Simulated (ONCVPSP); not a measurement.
# Ta: generating and testing an ONCV potential

Do these settings give a usable potential? It is generated, then checked for transferability, scattering, ghosts and hardness.

The numbers are computed with ONCVPSP 4.0.1 (PBE, fully relativistic, spin-unpolarised reference atom).

**1. Starting point**

Typed settings, in words:

```
element                 : tantalum (Ta, Z = 73)
type                    : optimised norm-conserving Vanderbilt (ONCV)
frozen core             : [Kr] 4d10 4f14
valence charge          : 13
reference configuration : 5s2 5p6 5d3 (charge +2)
partial waves           : 5s: rc 1.30 bohr, ncon 3, nbas 8, qcut 4.6 1/bohr, 1 projector; 5p: rc 2.05 bohr, ncon 3, nbas 7, qcut 7.1 1/bohr, 1 projector; 5d: rc 2.95 bohr, ncon 4, nbas 9, qcut 5.1 1/bohr, 2 projectors, debl 1.1 Ha
local potential         : polynomial inside 1.00 bohr (lpopt 5, dvloc0 -1 Ha)
core correction         : Teter function, fcfact 5.5, rcfact 1.15
```

The outer shells as boxes (Hund's rule for the drawing; the calculation is spin-unpolarised):

```
[Kr] core
4d [↑↓][↑↓][↑↓][↑↓][↑↓]
4f [↑↓][↑↓][↑↓][↑↓][↑↓][↑↓][↑↓]
5s [↑↓]
5p [↑↓][↑↓][↑↓]
5d [↑ ][↑ ][↑ ][  ][  ]
```

The nodes and maxima of the atom's own shells, from an earlier all-electron run, set the scale for the radii.

All-electron outer shells of the reference configuration (PBE, scalar-relativistic, ld1.x):

```csv
shell,level (eV),outermost node (bohr),outermost maximum (bohr)
5p,-54.95,0.58,1.13
4f,-40.27,–,0.44
6s,-18.43,1.31,2.58
5d,-18.31,0.65,1.54
6p,-12.54,1.56,3.23
```

**2. Generation**

Input file Ta.dat:

```
# ATOM AND REFERENCE CONFIGURATION
# atsym  z   nc   nv     iexc    psfile
  Ta 73.00   10    3        4      upf
#
#   n    l    f
    1    0    2.00
    2    0    2.00
    2    1    6.00
    3    0    2.00
    3    1    6.00
    3    2   10.00
    4    0    2.00
    4    1    6.00
    4    2   10.00
    4    3   14.00
    5    0    2.00
    5    1    6.00
    5    2    3.00
#
# PSEUDOPOTENTIAL AND OPTIMIZATION
# lmax
    2
#
#   l,   rc,      ep,       ncon, nbas, qcut
    0    1.30    0.00    3    8    4.60
    1    2.05    0.00    3    7    7.10
    2    2.95    0.00    4    9    5.10
#
# LOCAL POTENTIAL
# lloc, lpopt,  rc(5),   dvloc0
    4    5    1.00   -1.00
#
# VANDERBILT-KLEINMAN-BYLANDER PROJECTORs
# l, nproj, debl
    0    1    1.80
    1    1    3.20
    2    2    1.10
#
# MODEL CORE CHARGE
# icmod, fcfact, rcfact
    3    5.50    1.15
#
# LOG DERIVATIVE ANALYSIS
# epsh1, epsh2, depsh
   -5.00    5.00    0.04
#
# OUTPUT GRID
# rlmax, drl
    6.00    0.01
#
# TEST CONFIGURATIONS
# ncnf
    4
# nvcnf
#   n    l    f
    4
    5    0    2.00
    5    1    6.00
    5    2    3.00
    6    0    2.00
#
    4
    5    0    2.00
    5    1    6.00
    5    2    3.00
    6    0    1.00
#
    3
    5    0    2.00
    5    1    6.00
    5    2    2.00
#
    3
    5    0    2.00
    5    1    6.00
    5    2    1.00
#
```

On the command line:

```sh
$ oncvpspr.x < Ta.dat > Ta.out
```

**Question.** What will these runs give? Wanted: cutoffs; bound ghosts; GHOST(+) flags; largest miss of a reference level; largest test error; largest phase difference near zero energy, channels read; rms error of d²Exc/dn², without and with the model core.

As calculated:

```
                                                quantity                                         value
                                                 cutoffs                                not determined
                                            bound ghosts                               s at -153.81 eV
                                          GHOST(+) flags                d5/2 at 169 eV, d3/2 at 193 eV
                       largest miss of a reference level                                   14 meV (5s)
                            largest test error (AE − PS)  +255 meV, for 5s2 5p6 5d1 (2 tests unsolved)
largest phase difference near zero energy, channels read                                     2.156 rad
 rms error of d²Exc/dn², without and with the model core                            12.31 and 6.52 mHa
```

In words: A bound ghost (s) makes it unfit for use: electrons can fall into a state that the atom doesn't have. The worst unpolarised test, 5s2 5p6 5d1, is off by 255 meV on 58.6 eV; by total energies transferability rates as poor. That test lies far up in energy; among those under 40 eV, nearer to bonding, the largest error is 45 meV. Of the tests 2 gave no usable energy difference, which is a warning in itself. Of the channels read, p3/2 scatters worst near zero energy, by up to 2.16 rad. In the p3/2 channel the atom's pole at 4.24 Ha sits lower, at 0.41 Ha, in the pseudo curve. In the p1/2 channel the atom's pole at 3.68 Ha sits lower, at 0.97 Ha, in the pseudo curve. The program also flags highly localised states, GHOST(+) (d5/2, d3/2). Note that the frozen 4f shell (-40 eV) lies higher than the valence 5s shell (-89 eV). These are tests on the free atom; a crystal test is still owed.
